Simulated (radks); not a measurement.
**Dipole-allowed lines with 54 electrons: Cs⁺, Ba²⁺**

One table from this session's results is given with a row withheld; the runs are named, their logs left out.

The numbers are computed with radks (a radial shooting solver on a logarithmic mesh, Libxc functionals) version 1 (scalar-relativistic Kohn-Sham, PBE, spin-polarised, spherical densities, finite nucleus), except any that are marked as measured or tabulated.

1 further run of the same task is left out (set aside as unsound or not needed).

### What is computed

| Quantity | Value |
| --- | --- |
| species | Cs⁺ ([Xe]), Ba²⁺ ([Xe]) |

The first run:

Input:

```text
Z 55
configuration [Xe] 6s0 4f0 5d0 6p0
relativity scalar-relativistic
functional pbe,pbe
spin polarised
nucleus finite rms 4.8041 fm
c 137.035999084
response adiabatic LDA kernel, real frequencies
```

On the command line:

```
$ python run_ks.py task.json out
```

All runs below come from this command, one after another.

Among the steps run: Cs⁺, [Xe].

One table of the session follows, with a row left open; its other results are not shown here.

It belongs to the step «Cs⁺, [Xe]». From the orbitals of this run (lengths in bohr):

| level | <r> | outermost maximum (interpolated) | 90 % within | nodes |
| --- | --- | --- | --- | --- |
| 3s | 0.2990 | 0.273 | 0.439 | 2 |
| 3p | 0.2970 | 0.267 | 0.445 | 1 |
| 3d | ? | ? | ? | ? |
| 4s | 0.6947 | 0.643 | 0.999 | 3 |
| 4p | 0.7394 | 0.673 | 1.08 | 2 |
| 4d | 0.8366 | 0.721 | 1.27 | 1 |
| 5s | 1.739 | 1.54 | 2.52 | 4 |
| 5p | 2.071 | 1.78 | 3.05 | 3 |

Q: Estimate the row for 3d from the others.

The run gave: <r>: 0.2736; outermost maximum (interpolated): 0.220; 90 % within: 0.429; nodes: 0. In the column «<r>» it is the lowest.
